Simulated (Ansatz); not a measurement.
# BH3O2S: the cost of one run

Program: Ansatz 0.2.0, Gaussian basis. Level of theory: PBE0-D4/def2-TZVP structures, single points in def2-TZVPP, no counterpoise correction. These are calculated values, not measurements.

Levels: SPW92, PBE-D4, BLYP-D4, r2SCAN-D4, B97M-V, PBE0-D4, B3LYP-D4, r2SCAN0-D4, BHLYP-D4, CAM-B3LYP-D4, wB97X-V, wB97M-V, B2PLYP, PBE-QIDH, RPA on PBE, Hartree-Fock, MP2, CCSD, CCSD(T).

Cores are frozen in the correlated methods. B3LYP uses VWN-RPA correlation. B2PLYP carries no dispersion term here.

94 further runs of the same task are left out: 94 set aside as unsound or not needed.

## Step 1: Starting geometry

The complex: 9 atoms, charge 0, spin multiplicity 1.

Atoms are counted from 1 here; the program's logs count them from 0.

Bond lengths: B1–O3 1.351 Å, B1–O4 1.354 Å, B1–S6 1.851 Å, F2–H5 0.941 Å, O3–H7 0.965 Å, O4–H8 0.963 Å, S6–H9 1.341 Å. Angles: O3–B1–O4 121.4°, O3–B1–S6 120.7°, O4–B1–S6 117.9°, B1–O3–H7 115.0°, B1–O4–H8 111.8°, B1–S6–H9 96.0°.

Geometry (Å):

```xyz
9

B    -0.1005   -0.5638    0.4411
F    -0.5403    2.1057   -1.3852
O    -1.2494    0.1360    0.5703
O     0.3805   -1.3249    1.4526
H     0.2036    1.5329   -1.4418
S     0.8460   -0.5405   -1.1495
H    -1.4044    0.7963   -0.1167
H    -0.1607   -1.2494    2.2450
H     2.0252   -0.8924   -0.6158
```

Its parts: BH₃O₂S holds atoms 1, 3, 4, 6, 7, 8, 9; HF holds atoms 2, 5. Each part counts its atoms afresh in its own runs.

## Step 2: Relaxing BH₃O₂S alone

File relax-a/in.yaml:

```yaml
crystal:
  periodic: [false, false, false]
  atoms:
    - {symbol: B, position_ang: [-0.100492, -0.563790, 0.441116]}
    - {symbol: O, position_ang: [-1.249401, 0.135980, 0.570294]}
    - {symbol: O, position_ang: [0.380465, -1.324872, 1.452594]}
    - {symbol: S, position_ang: [0.846007, -0.540451, -1.149490]}
    - {symbol: H, position_ang: [-1.404433, 0.796278, -0.116738]}
    - {symbol: H, position_ang: [-0.160652, -1.249408, 2.245036]}
    - {symbol: H, position_ang: [2.025226, -0.892413, -0.615837]}
basis:
  gaussian: {orbitals: def2-TZVP}
hamiltonian: {xc: pbe0, dispersion: d4}
relax: {f_tol: 0.005, max_steps: 200}
```

The run is started by

```sh
$ ansatz run in.yaml --threads 4 --pin off --events-out ev --progress --plain --max-ram 9574MiB
```

**Question.** How long does this run take on 4 threads of Intel Xeon Platinum 8259CL at 2.50GHz, shared host?

About 16 s.
